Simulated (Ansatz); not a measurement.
**H4NNbO3: vertical ionisation energy**

One table from this session's results is given with a row withheld; the runs are named, their logs left out.

Method: unrestricted cation, the program's frozen cores in correlated methods; program: Ansatz 0.2.0, Gaussian basis.

Levels to be run: UKS PBE-D4/def2-TZVPP; UKS r2SCAN-D4/def2-TZVPP; UKS PBE0-D4/def2-TZVPP; UKS B3LYP-D4/def2-TZVPP; UKS wB97X-V/def2-TZVPP; UKS wB97M-V/def2-TZVPP; UKS B2PLYP/def2-TZVPP; UHF-CCSD(T)/def2-TZVPP; UHF-MP2/def2-QZVPP; extrapolation to the limit; then −ε(HOMO) from the neutral's earlier runs with LDA (SPW92), PBE-D4, revPBE-D4, BLYP-D4, r2SCAN-D4, B97M-V, PBE0-D4, B3LYP-D4, r2SCANh-D4, r2SCAN0-D4, HSE06-D4, BHLYP-D4, CAM-B3LYP-D4, LC-ωPBE, ωB97X-V, ωB97M-V.

## The geometry

An earlier PBE0-D4 in a triple-zeta def2 set relaxation fixed the geometry. Nb takes the def2 core potential; no spin-orbit term is included.

SMILES `[NH2][Nb](=[O])([OH])[OH]`, 9 atoms, charge 0, spin multiplicity 1.

Atoms are counted from 1 here; the program's logs count them from 0.

Bond lengths: N1–Nb2 1.969 Å, N1–H6 1.010 Å, N1–H7 1.010 Å, Nb2–O3 1.695 Å, Nb2–O4 1.908 Å, Nb2–O5 1.907 Å, O4–H8 0.956 Å, O5–H9 0.956 Å. Angles: Nb2–N1–H6 123.7°, Nb2–N1–H7 126.3°, H6–N1–H7 110.0°, N1–Nb2–O3 106.1°, N1–Nb2–O4 110.9°, N1–Nb2–O5 110.9°, O3–Nb2–O4 108.8°, O3–Nb2–O5 108.9°, O4–Nb2–O5 111.1°, Nb2–O4–H8 134.9°, Nb2–O5–H9 135.8°.

The first run:

Input file in.yaml:

```yaml
crystal:
  periodic: [false, false, false]
  atoms:
    - {symbol: N, position_ang: [0.251217, 0.935884, -1.215562]}
    - {symbol: Nb, position_ang: [-0.511596, -0.135891, 0.249504]}
    - {symbol: O, position_ang: [-2.183028, 0.146483, 0.218155]}
    - {symbol: O, position_ang: [-0.197797, -1.997077, -0.032203]}
    - {symbol: O, position_ang: [0.179248, 0.428294, 1.935582]}
    - {symbol: H, position_ang: [-0.299028, 1.524072, -1.824291]}
    - {symbol: H, position_ang: [1.223603, 0.972920, -1.486475]}
    - {symbol: H, position_ang: [0.580384, -2.538984, -0.153491]}
    - {symbol: H, position_ang: [1.045596, 0.617997, 2.291784]}
basis:
  gaussian: {orbitals: def2-TZVPP}
total_charge: 1
magnetization: {spin_polarized: true, initial_magnetization: 1}
hamiltonian: {xc: pbe, dispersion: d4}
```

Run with:

```
$ ansatz run in.yaml --threads 2 --pin off --events-out ev --progress --plain --max-ram 32768MiB --backend cpu
```

Steps of the session up to this table: Cation, UKS PBE-D4/def2-TZVPP; Cation, UKS r2SCAN-D4/def2-TZVPP; Cation, UKS PBE0-D4/def2-TZVPP; Cation, UKS B3LYP-D4/def2-TZVPP; Cation, UKS wB97X-V/def2-TZVPP; Cation, UKS wB97M-V/def2-TZVPP; Cation, UKS B2PLYP (frozen core)/def2-TZVPP; Cation, UHF-CCSD(T)/def2-TZVPP; Cation, UHF-MP2/def2-QZVPP.

One table of the session follows, with a row left open; its other results are not shown here.

For comparison, −ε(HOMO) of the neutral from earlier runs:

```
  functional  −ε(HOMO) (eV)
 LDA (SPW92)           6.84
      PBE-D4           6.61
   revPBE-D4           6.53
     BLYP-D4           6.50
   r2SCAN-D4           6.94
      B97M-V              ?
     PBE0-D4           8.06
    B3LYP-D4           7.82
  r2SCANh-D4           7.48
  r2SCAN0-D4           8.29
    HSE06-D4           7.65
    BHLYP-D4           9.42
CAM-B3LYP-D4           9.50
     LC-ωPBE          10.89
     ωB97X-V          10.49
     ωB97M-V          10.40
```

Q: Estimate the row for B97M-V from the others.

As computed: −ε(HOMO) (eV): 6.97. In the column «−ε(HOMO) (eV)» it lies between r2SCAN-D4 (6.94) and r2SCANh-D4 (7.48).

Caveats from the session: The cation may have settled in a state other than its lowest; no search over hole states beyond the program's own was made.
